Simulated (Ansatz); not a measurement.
# CuSe2: further runs on the relaxed cell

An exercise on one series of results from a longer session: the logs are not shown, and one member is left open.

Method: DFT PBEsol, scalar-relativistic, plane waves, PAW, in Ansatz 0.2.0.

## The system as given

The structure is orthorhombic, space group Pnnm (No. 58). The conventional cell has a = 4.977 Å, b = 6.097 Å, c = 3.719 Å, α = 90.00°, β = 90.00°, γ = 90.00°. Cu (site symmetry 2/m) is surrounded by 6 Se at 2.52 Å. Se (site symmetry m) is surrounded by 1 Se at 2.36 Å and 3 Cu at 2.52 Å.

Structure file:

```
CELL_PARAMETERS angstrom
4.97659 0.00000 0.00000
0.00000 6.09665 0.00000
0.00000 0.00000 3.71879
ATOMIC_POSITIONS crystal
Cu 0.00000 0.00000 0.00000
Cu 0.50000 0.50000 0.50000
Se 0.18915 0.38293 0.00000
Se 0.81085 0.61707 0.00000
Se 0.68915 0.11707 0.50000
Se 0.31085 0.88293 0.50000
```

It is the result of an earlier relaxation at this level (volume 18.81 Å³/atom; gap on the mesh: none (metal)).

Set-up of the first run:

Contents of input.yaml:

```yaml
crystal:
  lattice:
    - [4.9263155686, 0.0, 0.0]
    - [0.0, 6.0350586742, 0.0]
    - [0.0, 0.0, 3.6812281557]
  atoms:
    - { symbol: Cu, position: [0.0, 0.0, 0.0] }
    - { symbol: Cu, position: [0.5, 0.5, 0.5] }
    - { symbol: Se, position: [0.1891510687, 0.382934548, 0.0] }
    - { symbol: Se, position: [0.8108489313, 0.617065452, 0.0] }
    - { symbol: Se, position: [0.6891510687, 0.117065452, 0.5] }
    - { symbol: Se, position: [0.3108489313, 0.882934548, 0.5] }
basis:
  ecutwfc: 420
kpoints:
  mp_grid: { grid: [8, 6, 10] }
hamiltonian:
  xc: pbesol
scf:
  occupations: { method: gaussian, width: 0.1 }
output:
  forces: true
  stress: true
  eigenvalues: true
  write_density: true
  write_potential: true
  elf: true
  volumetric_format: npy
relax:
  adjacent_minimum: "off"
  f_tol: 0.01
  max_steps: 30
  cell: { stress_tol: 0.1, fix: [volume] }
```

On the command line:

```console
> ansatz run input.yaml --threads 1 --pin off --max-ram 2560MiB --backend cpu --events-out ev --progress --plain --runs-dir out
```

Among the steps run: Point at V/V0 = 0.97; The cell scaled to 1.03 of its volume; The cell scaled to 0.94 of its volume; Point at V/V0 = 1.06.

One of the session's tables, all rows but one given; the rest of the session is left out.

It belongs to the step «Fit of the equation of state». 

| volume (Å³/atom) | energy above the lowest point (meV/atom) | pressure (GPa) |
| --- | --- | --- |
| 17.677 | 18.9 | 5.74 |
| 18.241 | 4.4 | 2.62 |
| 18.805 | 0.0 | 0.01 |
| 19.369 | ? | ? |
| 19.933 | 14.9 | -3.98 |

Q: Estimate the row for volume (Å³/atom) = 19.369 from the others.

Worked estimate for «energy above the lowest point (meV/atom)». A straight line through the neighbours (18.805, 0.0) and (19.933, 14.9) gives 0.0 + (14.9 − 0.0) × (19.369 − 18.805) / (19.933 − 18.805) = 7.5; a parabola fitted to 3 rows on both sides gives 3.5.

The run gave: energy above the lowest point (meV/atom): 4.0; pressure (GPa): -2.17. In «energy above the lowest point (meV/atom)» the line misses by +3.5 and the parabola by -0.5.
